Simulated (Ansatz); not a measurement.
**As2Se: further runs on the relaxed cell**

One table from this session's results is given with a row withheld; the runs are named, their logs left out.

Method: DFT PBEsol, scalar-relativistic, plane waves, PAW, in Ansatz 0.2.0.

1 further run of the same task is left out (set aside as unsound or not needed).

### The system as given

It takes space group I4_1/amd (No. 141, tetragonal). The conventional cell has a = 6.940 Å, b = 6.940 Å, c = 5.231 Å, α = 90.00°, β = 90.00°, γ = 90.00°. As (site symmetry 2/m) is surrounded by 2 Se at 2.62 Å and 4 As at 2.78 Å. Se (site symmetry -4m2) has 4 As at 2.62 Å as nearest neighbours.

As a file:

```xyz
6
Lattice="-3.4700 3.4700 2.6156 3.4700 -3.4700 2.6156 3.4700 3.4700 -2.6156" Properties=species:S:1:pos:R:3 pbc="T T T"
As    0.0000    5.2050    0.6539
As    0.0000    1.7350    0.6539
As    1.7350    3.4700    1.9617
As   -1.7350    3.4700    1.9617
Se    0.0000    0.0000    2.6156
Se    3.4700    0.0000    1.3078
```

It goes back to an entry of the Materials Project, which need not be the stable form.

It is the result of an earlier relaxation at this level (volume 21.00 Å³/atom; gap on the mesh: none (metal)).

The first run:

input.yaml

```yaml
crystal:
  lattice:
    - [-3.4349387666, 3.4349387666, 2.5892173588]
    - [3.4349387666, -3.4349387666, 2.5892173588]
    - [3.4349387666, 3.4349387666, -2.5892173588]
  atoms:
    - { symbol: As, position: [0.875, 0.125, 0.75] }
    - { symbol: As, position: [0.375, 0.125, 0.25] }
    - { symbol: As, position: [0.875, 0.625, 0.75] }
    - { symbol: As, position: [0.875, 0.125, 0.25] }
    - { symbol: Se, position: [0.5, 0.5, 0.0] }
    - { symbol: Se, position: [0.25, 0.75, 0.5] }
basis:
  ecutwfc: 420
kpoints:
  mp_grid: { grid: [8, 8, 8] }
hamiltonian:
  xc: pbesol
scf:
  occupations: { method: gaussian, width: 0.1 }
output:
  forces: true
  stress: true
  eigenvalues: true
relax:
  adjacent_minimum: "off"
  f_tol: 0.01
  max_steps: 30
  cell: { stress_tol: 0.1, fix: [volume] }
```

Command:

```sh
$ ansatz run input.yaml --threads 1 --pin off --max-ram 2560MiB --backend cpu --events-out ev --progress --plain --runs-dir out
```

Among the steps run: Point at V/V0 = 0.97; Volume × 1.03; Point at V/V0 = 0.94; The cell scaled to 1.06 of its volume; The cell scaled to 0.91 of its volume; Volume × 1.10; Point at V/V0 = 0.88.

One of the session's tables, all rows but one given; the rest of the session is left out.

It belongs to the step «Fit of the equation of state». 

| volume (Å³/atom) | energy above the lowest point (meV/atom) | pressure (GPa) |
| --- | --- | --- |
| 18.477 | 85.1 | 11.91 |
| 19.107 | 45.5 | 8.34 |
| 19.737 | ? | ? |
| 20.366 | 4.6 | 2.36 |
| 20.996 | 0.0 | 0.00 |
| 21.626 | 4.2 | -2.08 |
| 22.256 | 16.0 | -3.87 |
| 23.096 | 41.7 | -5.86 |

**Question.** Estimate the row for volume (Å³/atom) = 19.737.

Worked estimate for «energy above the lowest point (meV/atom)». A straight line through the neighbours (19.107, 45.5) and (20.366, 4.6) gives 45.5 + (4.6 − 45.5) × (19.737 − 19.107) / (20.366 − 19.107) = 25.0; a parabola fitted to 4 rows on both sides gives 19.2.

As computed: energy above the lowest point (meV/atom): 19.2; pressure (GPa): 5.14. In «energy above the lowest point (meV/atom)» the line misses by +5.8 and the parabola by 0.0.
